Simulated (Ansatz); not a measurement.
**C3H5FGe: basis-set convergence**

The task here is to estimate one member of a computed series from the others.

The runs use Ansatz 0.2.0, Gaussian basis; one geometry, several basis sets.

Levels to be run: PBE0-D4/def2-SVP; ωB97M-V/def2-SVP; PBE0-D4/def2-QZVPP; ωB97M-V/def2-QZVPP; the functionals' def2-TZVPP values are taken from earlier runs.

## The geometry

The geometry comes from an earlier relaxation with PBE0-D4 in a triple-zeta def2 set; it is a stationary point, not always the lowest conformer.

10 atoms, charge 0, spin multiplicity 1.

Atoms are counted from 1 here; the program's logs count them from 0.

Bond lengths: F1–Ge2 1.742 Å, Ge2–C3 1.901 Å, Ge2–H6 1.534 Å, Ge2–H7 1.534 Å, C3–C4 1.294 Å, C3–C5 1.520 Å, C4–C5 1.483 Å, C4–H8 1.077 Å, C5–H9 1.090 Å, C5–H10 1.090 Å. Angles: F1–Ge2–C3 107.2°, F1–Ge2–H6 106.5°, F1–Ge2–H7 106.5°, C3–Ge2–H6 111.7°, C3–Ge2–H7 111.7°, H6–Ge2–H7 112.8°, Ge2–C3–C4 150.9°, Ge2–C3–C5 146.1°, C4–C3–C5 63.0°, C3–C4–C5 66.0°, C3–C4–H8 147.9°, C5–C4–H8 146.1°, C3–C5–C4 51.0°, C3–C5–H9 119.1°, C3–C5–H10 119.1°, C4–C5–H9 119.8°, C4–C5–H10 119.8°, H9–C5–H10 113.9°.

Set-up of the first run:

The input, in.yaml:

```yaml
crystal:
  periodic: [false, false, false]
  atoms:
    - {symbol: F, position_ang: [-1.336159, 0.760716, 2.359510]}
    - {symbol: Ge, position_ang: [0.060025, 1.015137, 1.350037]}
    - {symbol: C, position_ang: [-0.093086, -0.170401, -0.127657]}
    - {symbol: C, position_ang: [-0.727065, -1.093016, -0.776341]}
    - {symbol: C, position_ang: [0.538041, -0.663514, -1.419066]}
    - {symbol: H, position_ang: [0.014666, 2.483060, 0.907615]}
    - {symbol: H, position_ang: [1.285560, 0.691366, 2.213649]}
    - {symbol: H, position_ang: [-1.583362, -1.743332, -0.834804]}
    - {symbol: H, position_ang: [1.416746, -1.306067, -1.368260]}
    - {symbol: H, position_ang: [0.507734, -0.025048, -2.301683]}
basis:
  gaussian: {orbitals: def2-SVP}
hamiltonian: {xc: pbe0, dispersion: d4}
output: {orbitals: {seedname: orbitals}}
```

Among the steps run: PBE0-D4 in def2-SVP; ωB97M-V in def2-SVP; PBE0-D4 in def2-QZVPP; ωB97M-V in def2-QZVPP.

One table of the session follows, with a row left open; its other results are not shown here.

It belongs to the step «Density functionals: the series». 

```
functional       basis  HOMO (eV)
   PBE0-D4    def2-SVP          ?
   PBE0-D4  def2-TZVPP      -7.53
   PBE0-D4  def2-QZVPP      -7.55
   ωB97M-V    def2-SVP      -9.72
   ωB97M-V  def2-TZVPP      -9.74
   ωB97M-V  def2-QZVPP      -9.76
```

**Question.** Estimate the row for PBE0-D4, def2-SVP.

The run gave: HOMO (eV): -7.52. In the column «HOMO (eV)» it is the highest.
